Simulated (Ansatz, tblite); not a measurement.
# The cluster Ti3H2: rung by rung

How do method and basis change the picture of the cluster Ti3H2 (singlet)?

The runs use Ansatz 0.2.0, Gaussian basis; as each input shows.

Plan: GFN1-xTB, PBE-D4/def2-TZVP, r2SCAN-D4/def2-TZVP, LC-ωPBE/def2-TZVP, B3LYP-D4/def2-TZVP, BLYP-D4/def2-TZVP, revPBE-D4/def2-TZVP, PBE-QIDH/def2-TZVP, PBE-D4/def2-SVP, PBE0-D4/def2-SVP, HF/STO-3G, HF/6-31G, B3LYP-D4/6-31G, PBE0-D4/def2-TZVPD, PBE-D4/def2-TZVPD, r2SCAN-D4/def2-TZVPD, CCSD(T)/def2-TZVP, RPA/def2-TZVP.

1 further run of the same task is left out (it didn't finish). Runs told in other sessions of the task aren't counted.

### Step 1. The relaxed structure

The geometry is that of the singlet, from an earlier relaxation (PBE0-D4/def2-TZVP). At that level it is the lowest of the isomers that a small search found.

5 atoms, charge 0, spin multiplicity 1.

Bond lengths: Ti1–Ti2 2.562 Å, Ti1–Ti3 2.250 Å, Ti1–H4 1.857 Å, Ti2–Ti3 2.250 Å, Ti2–H5 1.857 Å, Ti3–H4 1.920 Å, Ti3–H5 1.921 Å. Angles: Ti2–Ti1–Ti3 55.3°, Ti2–Ti1–H4 98.8°, Ti3–Ti1–H4 54.7°, Ti1–Ti2–Ti3 55.3°, Ti1–Ti2–H5 99.0°, Ti3–Ti2–H5 54.8°, Ti1–Ti3–Ti2 69.4°, Ti1–Ti3–H4 52.1°, Ti1–Ti3–H5 108.5°, Ti2–Ti3–H4 108.4°, Ti2–Ti3–H5 52.1°, H4–Ti3–H5 159.1°, Ti1–H4–Ti3 73.1°, Ti2–H5–Ti3 73.1°.

No spin-orbit coupling is included.

PBE0-D4/def2-TZVP was run before; its log isn't repeated, and its numbers join the tables.

### Step 2. GFN1-xTB

Tight binding, by tblite at 300 K electronic temperature and without a spin-polarisation term:

```python
tblite.interface.Calculator('GFN1-xTB', numbers, positions, charge=0, uhf=0).singlepoint()
```

Energy -131.1862 eV, HOMO -9.90 eV, LUMO -9.73 eV; 0.006 s.

### Step 3. PBE-D4/def2-TZVP

start.molden holds the orbitals of an earlier run on this state, given as this run's starting guess.

File in.yaml:

```yaml
crystal:
  periodic: [false, false, false]
  atoms:
    - {symbol: Ti, position_ang: [1.460616, 0.359516, 0.568815]}
    - {symbol: Ti, position_ang: [-0.721066, 1.410621, -0.267315]}
    - {symbol: Ti, position_ang: [-0.333836, -0.801968, -0.134103]}
    - {symbol: H, position_ang: [1.512802, -1.118839, -0.553256]}
    - {symbol: H, position_ang: [-1.918515, 0.150661, 0.385848]}
basis:
  gaussian: {orbitals: def2-TZVP, initial_orbitals: start.molden}
hamiltonian: {xc: pbe, dispersion: d4}
scf: {omitted_lower_state_checks: [starts]}
output: {orbitals: {seedname: orbitals}}
```

The run is started by

```
$ ansatz run in.yaml --threads 4 --pin off --events-out ev --progress --plain --max-ram 3916MiB
```

The runs that follow: r2SCAN-D4/def2-TZVP; LC-ωPBE/def2-TZVP; B3LYP-D4/def2-TZVP; BLYP-D4/def2-TZVP; revPBE-D4/def2-TZVP; PBE-QIDH/def2-TZVP; PBE-D4/def2-SVP; PBE0-D4/def2-SVP; HF/STO-3G; HF/6-31G; B3LYP-D4/6-31G; PBE0-D4/def2-TZVPD; PBE-D4/def2-TZVPD; r2SCAN-D4/def2-TZVPD; CCSD(T)/def2-TZVP; RPA/def2-TZVP.

Q: Predict the results of all the runs planned. Wanted: gap in def2-TZVP, named functionals, smallest and largest; correlation energy, CCSD(T)/def2-TZVP; binding an atom, functionals in def2-TZVP; PBE0 total energy, smallest basis above largest.

As calculated:

```
                                                 quantity                                 value
gap in def2-TZVP, named functionals, smallest and largest   0.01 eV (PBE-D4), 6.17 eV (LC-ωPBE)
                    correlation energy, CCSD(T)/def2-TZVP                             -35.79 eV
                binding an atom, functionals in def2-TZVP  1.42 (LC-ωPBE) to 1.70 eV (B3LYP-D4)
          PBE0 total energy, smallest basis above largest        9.28 eV (def2-SVP, def2-TZVPD)
```

Orbital gaps of the named functionals in def2-TZVP span 0.01 eV (PBE-D4) to 6.17 eV (LC-ωPBE); exact exchange widens it. Notes on CCSD(T)/def2-TZVP and its Hartree-Fock reference, which MP2 shares: large T1 diagnostic, restricted state is unstable towards broken spin symmetry, state flagged by the program.
